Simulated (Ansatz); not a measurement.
**SiBr− (singlet): the correlation ladder, aug-cc-pVDZ**

An exercise on one series of results from a longer session: the logs are not shown, and one member is left open.

Computed with Ansatz 0.2.0, Gaussian basis. Level: aug-cc-pVDZ, core rule «outside noble gas», up to 19 orbitals frozen.

The runs, in order: UHF; CCSD(T) on RHF; CCSD(T) on UHF; BCCD(T) on RHF; CISD; CCSDT(Q) on RHF; CCSDT(Q) on UHF.

22 further runs of the same task are left out: 2 for a known fault of the program, 8 that didn't finish, 12 set aside as unsound or not needed.

### The geometry

The geometry is a PBE0/def2-TZVPD stationary point (not a proven minimum) of the parent state, kept for this charge and spin. No spin-orbit coupling is included. The filled d shell of Br may be among the frozen orbitals whatever the setting's name suggests; the logs give the count.

2 atoms, charge -1, spin multiplicity 1.

Atoms are counted from 1 here; the program's logs count them from 0.

Bond lengths: Si1–Br2 2.426 Å.

Set-up of the first run:

The input, in.yaml:

```yaml
crystal:
  periodic: [false, false, false]
  atoms:
    - {symbol: Si, position_ang: [0.000000, 0.000000, 0.000000]}
    - {symbol: Br, position_ang: [0.000000, 0.000000, 2.426100]}
basis:
  gaussian: {orbitals: aug-cc-pVDZ}
total_charge: -1
magnetization: {spin_polarized: true, initial_magnetization: 0}
hamiltonian: {xc: hf}
output: {orbitals: {seedname: orbitals}}
```

Run with:

```console
$ ansatz run in.yaml --threads 1 --pin off --events-out ev --progress --plain --max-ram 2393MiB
```

Among the steps run: UHF; CCSD(T) on RHF; CCSD(T) on UHF; BCCD(T) on RHF; CISD; CCSDT(Q) on RHF; CCSDT(Q) on UHF.

One of the session's tables, all rows but one given; the rest of the session is left out.

| method | from RCCSDT(Q) (meV) |
| --- | --- |
| RHF | +6864.8 |
| UHF | +5717.2 |
| RMP2 | +1267.1 |
| UMP2 | ? |
| CISD | +1122.0 |
| RCCSD | +456.6 |
| UCCSD | -190.3 |
| RCCSD(T) | +203.5 |
| UCCSD(T) | -430.9 |
| BCCD(T) | +202.5 |
| RCCSDT | +67.9 |
| UCCSDT | -653.0 |
| RCCSDT(Q) | 0 |
| UCCSDT(Q) | -734.3 |

Estimate the missing values for UMP2.

**Answer.** from RCCSDT(Q) (meV): +616.7. In the column «from RCCSDT(Q) (meV)» it lies between RCCSD (+456.6) and CISD (+1122.0).

The program flags UCCSD(T), RCCSDT(Q), UCCSDT(Q) as in doubt (see the logs), so the zero of the table is itself unsure.

To keep in mind: The determinant is far from a pure spin state, so its energy mixes those of several spin states (harmless only where they are near-degenerate, as at dissociation). The report flags that the cluster equations may have other roots. The program flags UCCSD(T), RCCSDT(Q), UCCSDT(Q) as in doubt, so the zero of the table is itself unsure. Warnings: restricted reference is unstable; spin contamination. Restricted and unrestricted rows rest on different reference determinants; where their highest levels disagree by more than a few hundredths of an eV, they describe different states and don't form one ladder.
